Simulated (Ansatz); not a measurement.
# H2I+ (singlet): PBE, r2SCAN, PBE0, B3LYP, wB97M-V, B2PLYP, RPA-PBE over vertical gaps between states, def2-SVP

How well do these functionals follow the top wave-function level for H2I+ (singlet) over vertical gaps between states?

Program: Ansatz 0.2.0, Gaussian basis. Level of theory: def2-SVP, all electrons in the functionals, frozen cores in the correlation of double hybrids and RPA. These are calculated values, not measurements.

To be run: PBE, r2SCAN, PBE0, B3LYP, wB97M-V, B2PLYP, RPA-PBE, at charge 1, singlet; charge 1, triplet.

2 further runs of the same task are left out: 2 set aside as unsound or not needed.

### 1 The system

The geometry is a PBE0/def2-TZVP stationary point (not a proven minimum). No spin-orbit coupling is included. Elements past krypton take def2 core potentials.

3 atoms, charge 1, spin multiplicity 1.

Atoms are counted from 1 here; the program's logs count them from 0.

Bond lengths: I1–H2 1.629 Å, I1–H3 1.629 Å. Angles: H2–I1–H3 91.0°.

No dispersion term is added; wB97M-V holds VV10 nonlocal correlation. B3LYP takes the VWN-RPA correlation.

The geometry shown and the zero of energy belong to the point charge 1, singlet. The yardstick, FCI, and other wave-function levels (R restricted, U unrestricted, valence and pair active spaces) come from earlier runs.

### 2 PBE, charge 1, singlet

in.yaml

```yaml
crystal:
  periodic: [false, false, false]
  atoms:
    - {symbol: I, position_ang: [0.000000, -0.017859, 0.000000]}
    - {symbol: H, position_ang: [0.000000, 1.124252, -1.161410]}
    - {symbol: H, position_ang: [0.000000, 1.124299, 1.161363]}
basis:
  gaussian: {orbitals: def2-SVP}
total_charge: 1
hamiltonian: {xc: {name: PBE}}
output: {orbitals: {seedname: orbitals}}
```

Started as:

```bash
$ ansatz run in.yaml --threads 1 --pin off --events-out ev --progress --plain --max-ram 2816MiB --backend cpu
```

The runs that follow: PBE, charge 1, triplet; r2SCAN, charge 1, singlet; r2SCAN, charge 1, triplet; PBE0, charge 1, singlet; PBE0, charge 1, triplet; B3LYP, charge 1, singlet; B3LYP, charge 1, triplet; wB97M-V, charge 1, singlet; wB97M-V, charge 1, triplet; B2PLYP, charge 1, singlet; B2PLYP, charge 1, triplet; RPA-PBE, charge 1, singlet; RPA-PBE, charge 1, triplet.

**Question.** What will the summary of the whole plan be? Wanted: singlet to triplet, FCI; largest miss, PBE; largest miss, r2SCAN; largest miss, PBE0; largest miss, B3LYP; largest miss, wB97M-V; largest miss, B2PLYP; largest miss, RPA-PBE; largest miss, RCCSD(T).

**Answer**, as computed:

| quantity | value |
| --- | --- |
| singlet to triplet, FCI | 500.6 kJ/mol |
| largest miss, PBE | -13.9 kJ/mol (singlet to triplet) |
| largest miss, r2SCAN | -12.7 kJ/mol (singlet to triplet) |
| largest miss, PBE0 | -10.0 kJ/mol (singlet to triplet) |
| largest miss, B3LYP | -6.8 kJ/mol (singlet to triplet) |
| largest miss, wB97M-V | 0.0 kJ/mol (singlet to triplet) |
| largest miss, B2PLYP | -1.0 kJ/mol (singlet to triplet) |
| largest miss, RPA-PBE | -13.6 kJ/mol (singlet to triplet) |
| largest miss, RCCSD(T) | +0.3 kJ/mol (singlet to triplet) |
| largest miss, UCCSD(T) | -0.4 kJ/mol (singlet to triplet) |

Of the functionals, wB97M-V keep the smallest largest miss at the points compared (at most 0.0 kJ/mol) and PBE strays most (13.9 kJ/mol, at singlet to triplet). Functionals and the yardstick converge differently with the basis, so part of each miss in def2-SVP is the basis.
